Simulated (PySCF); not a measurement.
**LaS: from the state search to spectroscopic constants**

The task here is to estimate one member of a computed series from the others.

Method: La def2-TZVPP with ECP46, S def2-TZVPP, scalar-relativistic core potentials; program: PySCF 2.14.0.

The first run:

A driver script around PySCF takes these settings:

```json
{
 "atoms": "La, S",
 "charge": "0",
 "basis": "La def2-TZVPP with ECP46, S def2-TZVPP",
 "Hamiltonian": "scalar-relativistic core potentials",
 "basis functions": "98",
 "electrons treated": "27",
 "masses in u": "138.9063, 31.9721",
 "levels": "PBE0, PBE, r²SCAN, B2PLYP, TPSSh, TPSS, MN15, ωB97M-V, HF, MP2, SCS-MP2, CCSD, CCSD(T)",
 "grid": "80 radial by 434 angular points",
 "occupations": "held fixed by the projection of orbital angular momentum",
 "dissociation limit": "La + S, each in its ground configuration",
 "starting distance in angstrom": "2.374",
 "values of 2S to try": "1, 3"
}
```

Launch:

```console
$ OMP_NUM_THREADS=2 python dia.py task.json out
```

Steps of the session up to this table: The job; PBE0 along the bond; PBE; r²SCAN (meta-GGA); B2PLYP (double hybrid); TPSSh (hybrid meta-GGA); TPSS (meta-GGA); MN15 (hybrid meta-GGA); ωB97M-V (range-separated hybrid); UHF; Correlated methods on the Hartree–Fock reference.

One table of the session follows, with a row left open; its other results are not shown here.

It belongs to the step «The curves together». Energy (eV) from each level's lowest point:

| R (Å) | UHF | UHF-MP2 | UHF-SCS-MP2 | UHF-CCSD | UHF-CCSD(T) |
| --- | --- | --- | --- | --- | --- |
| 2.060 | 1.934 | 1.758 | 1.805 | n/a | n/a |
| 2.155 | 0.906 | 0.793 | 0.825 | 0.826 | 0.873 |
| 2.251 | 0.312 | 0.254 | 0.272 | 0.272 | 0.302 |
| 2.323 | 0.084 | 0.058 | 0.067 | 0.067 | 0.083 |
| 2.395 | 0.000 | 0.000 | 0.000 | 0.000 | 0.000 |
| 2.467 | 0.031 | 0.047 | 0.040 | 0.041 | 0.023 |
| 2.563 | 0.208 | 0.234 | 0.220 | 0.224 | 0.176 |
| 2.682 | ? | ? | ? | ? | ? |
| 2.826 | 1.172 | 1.183 | 1.194 | 1.163 | 1.017 |
| 3.018 | 2.049 | 2.101 | 2.204 | n/a | n/a |

Estimate the missing values for R (Å) = 2.682.

Worked estimate for «UHF». A straight line through the neighbours (2.563, 0.208) and (2.826, 1.172) gives 0.208 + (1.172 − 0.208) × (2.682 − 2.563) / (2.826 − 2.563) = 0.644; a parabola fitted to 4 rows on both sides gives 0.605.

**Answer.** UHF: 0.583; UHF-MP2: 0.603; UHF-SCS-MP2: 0.587; UHF-CCSD: 0.593; UHF-CCSD(T): 0.502. In «UHF» the line misses by +0.061 and the parabola by +0.022.
